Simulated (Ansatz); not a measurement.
# HfN: the cost of one run

Method: DFT PBEsol, scalar-relativistic, plane waves, PAW, in Ansatz 0.2.0.

4 further runs of the same task are left out: 1 that didn't finish, 3 set aside as unsound or not needed.

### Step 1. The system as given

Symmetry: Fm-3m, No. 225, cubic system. The conventional cell has a = 4.502 Å, b = 4.502 Å, c = 4.502 Å, α = 90.00°, β = 90.00°, γ = 90.00°. Around Hf (site symmetry m-3m) lie 6 N at 2.25 Å. Around N (site symmetry m-3m) lie 6 Hf at 2.25 Å.

As a file:

```
CELL_PARAMETERS angstrom
0.00000 2.25116 2.25116
2.25116 0.00000 2.25116
2.25116 2.25116 0.00000
ATOMIC_POSITIONS crystal
Hf 0.00000 0.00000 0.00000
N 0.50000 0.50000 0.50000
```

It is the result of an earlier relaxation at this level (volume 11.41 Å³/atom; gap on the mesh: none (metal)).

### Step 2. Relaxing at 6 GPa

What is minimised here is the enthalpy; the energy can go up as the cell is squeezed.

Input file input.yaml:

```yaml
crystal:
  lattice:
    - [0.0, 2.2511619669, 2.2511619669]
    - [2.2511619669, 0.0, 2.2511619669]
    - [2.2511619669, 2.2511619669, 0.0]
  atoms:
    - { symbol: Hf, position: [0.0, 0.0, 0.0] }
    - { symbol: "N", position: [0.5, 0.5, 0.5] }
basis:
  ecutwfc: 420
kpoints:
  mp_grid: { grid: [16, 16, 16] }
hamiltonian:
  xc: pbesol
scf:
  occupations: { method: fermi_dirac, width: 0.15 }
output:
  forces: true
  stress: true
  eigenvalues: true
relax:
  adjacent_minimum: "off"
  f_tol: 0.001
  max_steps: 60
  cell: { stress_tol: 0.02, p_target: 6.0 }
```

Run with:

```
> ansatz run input.yaml --threads 1 --pin off --max-ram 3072MiB --backend cpu --events-out ev --progress --plain --runs-dir out
```

What time and memory should one allow on 1 thread of AMD EPYC 9R45 (Zen 5), shared host?

About 10 s, with a peak of 0.43 GiB.
